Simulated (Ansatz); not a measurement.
# C₃H₅FSi: one species, many methods

Aim: compute C₃H₅FSi with functionals from several rungs and with coupled cluster, and see how far each lands from CCSD(T) at the basis-set limit for the atomisation energy.

Computed with Ansatz 0.2.0, Gaussian basis. Level: functionals in def2-TZVPP, the program's frozen cores in correlated methods.

Levels to be run: PBE-D4, r2SCAN-D4, PBE0-D4, B3LYP-D4, ωB97X-V, ωB97M-V, B2PLYP; CCSD(T)/def2-TZVPP; MP2/def2-QZVPP; extrapolation to the limit.

### 1 Structure used throughout

All runs share one geometry, relaxed beforehand with PBE0-D4 in a triple-zeta def2 set.

SMILES `F/C=C1/C[SiH2]1`, 10 atoms, charge 0, spin multiplicity 1.

Atoms are counted from 1 here; the program's logs count them from 0.

Bond lengths: F1–C2 1.338 Å, C2–C3 1.312 Å, C2–H6 1.087 Å, C3–C4 1.509 Å, C3–Si5 1.806 Å, C4–Si5 1.866 Å, C4–H7 1.088 Å, C4–H8 1.088 Å, Si5–H9 1.478 Å, Si5–H10 1.478 Å. Angles: F1–C2–C3 122.4°, F1–C2–H6 111.5°, C3–C2–H6 126.1°, C2–C3–C4 135.5°, C2–C3–Si5 156.7°, C4–C3–Si5 67.8°, C3–C4–Si5 63.6°, C3–C4–H7 116.8°, C3–C4–H8 116.9°, Si5–C4–H7 119.2°, Si5–C4–H8 119.2°, H7–C4–H8 112.8°, C3–Si5–C4 48.5°, C3–Si5–H9 119.6°, C3–Si5–H10 119.6°, C4–Si5–H9 119.5°, C4–Si5–H10 119.5°, H9–Si5–H10 114.5°.

### 2 PBE-D4 (GGA)

The input, in.yaml:

```yaml
crystal:
  periodic: [false, false, false]
  atoms:
    - {symbol: F, position_ang: [-1.889790, -1.703528, -0.986090]}
    - {symbol: C, position_ang: [-1.228431, -0.545204, -1.088816]}
    - {symbol: C, position_ang: [-0.299749, -0.187780, -0.234181]}
    - {symbol: C, position_ang: [0.605540, 1.008432, -0.066829]}
    - {symbol: Si, position_ang: [0.776003, -0.344278, 1.207670]}
    - {symbol: H, position_ang: [-1.561666, 0.029609, -1.948742]}
    - {symbol: H, position_ang: [1.390107, 1.138840, -0.809862]}
    - {symbol: H, position_ang: [0.132623, 1.947260, 0.215233]}
    - {symbol: H, position_ang: [1.941859, -1.251009, 1.153921]}
    - {symbol: H, position_ang: [0.216508, -0.143543, 2.560795]}
basis:
  gaussian: {orbitals: def2-TZVPP}
hamiltonian: {xc: pbe, dispersion: d4}
output: {forces: true, orbitals: {seedname: orbitals}}
```

On the command line:

```
$ ansatz run in.yaml --threads 4 --pin off --events-out ev --progress --plain --max-ram 10444MiB
```

After this run come: r2SCAN-D4 (meta-GGA); PBE0-D4 (hybrid); B3LYP-D4 (hybrid); ωB97X-V (range-separated); ωB97M-V (range-separated); B2PLYP (double hybrid); CCSD(T) in def2-TZVPP; MP2 in def2-QZVPP.

**Question.** What will the summary of the whole plan be? Wanted: atomisation energy, CCSD(T)/CBS; farthest; mean size of error, hybrid; mean size of error, range-separated; gap, smallest and largest; T1 diagnostic; triples share of the correlation energy.

The runs gave:

| quantity | value |
| --- | --- |
| atomisation energy, CCSD(T)/CBS | 39.755 eV |
| functionals within 0.199 eV (0.5 %) | B3LYP-D4 |
| farthest | PBE-D4 (+1.308 eV) |
| mean size of error, hybrid | 0.258 eV |
| mean size of error, range-separated | 0.232 eV |
| gap, smallest and largest | 4.80 eV (PBE-D4), 11.47 eV (ωB97X-V) |
| T1 diagnostic | 0.0129 |
| triples share of the correlation energy | 4.1 % |

In words: PBE-D4 misses by +1.308 eV. Double hybrids carry the basis error of their MP2 part in triple zeta, and no dispersion term here, so their miss is partly the set-up's. Misses under about 0.199 eV are within the doubt on the reference itself, which lacks core-valence correlation, relativity and higher excitations. Hartree-Fock recovers 72 % of the binding; the rest is correlation. The gap grows from 4.8 to 11.5 eV across the functionals, mostly with the share of exact exchange.
